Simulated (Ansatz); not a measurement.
**H₄NPSSi: small, medium and large basis sets**

An exercise on one series of results from a longer session: the logs are not shown, and one member is left open.

Program: Ansatz 0.2.0, Gaussian basis. Level of theory: one geometry, several basis sets. These are calculated values, not measurements.

The runs, in order: PBE0-D4/def2-SVP; ωB97M-V/def2-SVP; PBE0-D4/def2-QZVPP; ωB97M-V/def2-QZVPP; the functionals' def2-TZVPP values are taken from earlier runs.

## Structure used throughout

All runs share one geometry, relaxed beforehand with PBE0-D4 in a triple-zeta def2 set.

SMILES `SP1N[SiH2]1`, 8 atoms, charge 0, spin multiplicity 1.

Atoms are counted from 1 here; the program's logs count them from 0.

Bond lengths: S1–P2 2.148 Å, S1–H5 1.344 Å, P2–N3 1.740 Å, P2–Si4 2.197 Å, N3–Si4 1.704 Å, N3–H6 1.006 Å, Si4–H7 1.480 Å, Si4–H8 1.482 Å. Angles: P2–S1–H5 94.6°, S1–P2–N3 107.3°, S1–P2–Si4 97.7°, N3–P2–Si4 49.6°, P2–N3–Si4 79.3°, P2–N3–H6 129.0°, Si4–N3–H6 141.6°, P2–Si4–N3 51.1°, P2–Si4–H7 124.1°, P2–Si4–H8 118.9°, N3–Si4–H7 117.5°, N3–Si4–H8 119.5°, H7–Si4–H8 112.4°.

Coordinates:

```
S    -1.5045    1.2501   -0.9371
P     0.5859    0.7922   -0.7482
N     0.8299    0.1379    0.8457
Si    0.3728   -1.2648   -0.0065
H    -1.3222    2.5814   -0.9475
H     0.7225    0.5883    1.7388
H     1.3950   -2.3203   -0.1818
H    -0.9871   -1.8220    0.1808
```

Set-up of the first run:

Input file in.yaml:

```yaml
crystal:
  periodic: [false, false, false]
  atoms:
    - {symbol: S, position_ang: [-1.504511, 1.250075, -0.937105]}
    - {symbol: P, position_ang: [0.585908, 0.792182, -0.748233]}
    - {symbol: N, position_ang: [0.829945, 0.137940, 0.845676]}
    - {symbol: Si, position_ang: [0.372784, -1.264824, -0.006493]}
    - {symbol: H, position_ang: [-1.322223, 2.581424, -0.947483]}
    - {symbol: H, position_ang: [0.722544, 0.588286, 1.738821]}
    - {symbol: H, position_ang: [1.394972, -2.320286, -0.181791]}
    - {symbol: H, position_ang: [-0.987116, -1.821997, 0.180805]}
basis:
  gaussian: {orbitals: def2-SVP}
hamiltonian: {xc: pbe0, dispersion: d4}
output: {orbitals: {seedname: orbitals}}
```

Started as:

```console
$ ansatz run in.yaml --threads 2 --pin off --events-out ev --progress --plain --max-ram 4352MiB
```

Steps of the session up to this table: PBE0-D4 in def2-SVP; ωB97M-V in def2-SVP; PBE0-D4 in def2-QZVPP; ωB97M-V in def2-QZVPP.

One table of the session follows, with a row left open; its other results are not shown here.

| functional | basis | HOMO (eV) |
| --- | --- | --- |
| PBE0-D4 | def2-SVP | -6.67 |
| PBE0-D4 | def2-TZVPP | -6.74 |
| PBE0-D4 | def2-QZVPP | -6.78 |
| ωB97M-V | def2-SVP | -8.65 |
| ωB97M-V | def2-TZVPP | -8.76 |
| ωB97M-V | def2-QZVPP | ? |

Estimate the missing values for ωB97M-V, def2-QZVPP.

**Answer.** HOMO (eV): -8.80. In the column «HOMO (eV)» it is the lowest.
